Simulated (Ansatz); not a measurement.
What does this script print? It uses Ansatz's Python interface.

`ch4sizn_methods.py`:
```python
"""One geometry of CH4SiZn, method by method."""

import warnings

import ansatz as az
from ase import Atoms

warnings.simplefilter("ignore", az.DeckWarning)

atoms = Atoms(["C", "Si", "Zn", "H", "H", "H", "H"], positions=[
    [-0.8784, -0.3746, -0.2932],
    [0.4824, 0.3243, 0.7222],
    [0.8985, -1.8707, -0.0893],
    [-0.4514, -0.9531, -1.1257],
    [-1.4908, 0.5123, -0.7577],
    [-0.0199, 1.3606, 1.6549],
    [1.5209, 0.9333, -0.1569],
])
molecule = az.Crystal.molecule_from_ase(atoms)

calc = molecule.calculation().basis(gaussian="def2-SVP")

methods = ["mp2", "ccsd", "ccsd_t"]
batch = az.Session.batch([calc.correlation(m).input() for m in methods])
reports = sorted(batch.plan().execute().molecular_reports, key=lambda each: each["member"])
print(f"Hartree-Fock reference {reports[0]['reference_energy_ev'] / 27.211386246:.6f} Ha")
best = reports[-1]["free_energy_ev"] - reports[-1]["reference_energy_ev"]
for method, each in zip(methods, reports):
    gained = each["free_energy_ev"] - each["reference_energy_ev"]
    print(f"{method:8s} total {each['free_energy_ev'] / 27.211386246:.6f} Ha  correlation {gained:9.4f} eV  ({100 * gained / best:.1f} % of the last)")
```

```console
$ python ch4sizn_methods.py
Hartree-Fock reference -2106.374913 Ha
mp2      total -2106.999320 Ha  correlation  -16.9910 eV  (94.2 % of the last)
ccsd     total -2107.008936 Ha  correlation  -17.2526 eV  (95.7 % of the last)
ccsd_t   total -2107.037522 Ha  correlation  -18.0305 eV  (100.0 % of the last)
```

What to keep in mind:
- Total energies depend on the basis set; only differences at equal settings carry meaning.
- The geometry is a force-field or estimated start, not a minimum of this method, and the basis set is short of its limit. A lower total doesn't mark the better method: functionals have no common bound, and MP2 and coupled cluster aren't variational.
- Inner cores stay frozen, so this is valence correlation.

(Lines on the test bed's own set-up are left out of the output.)
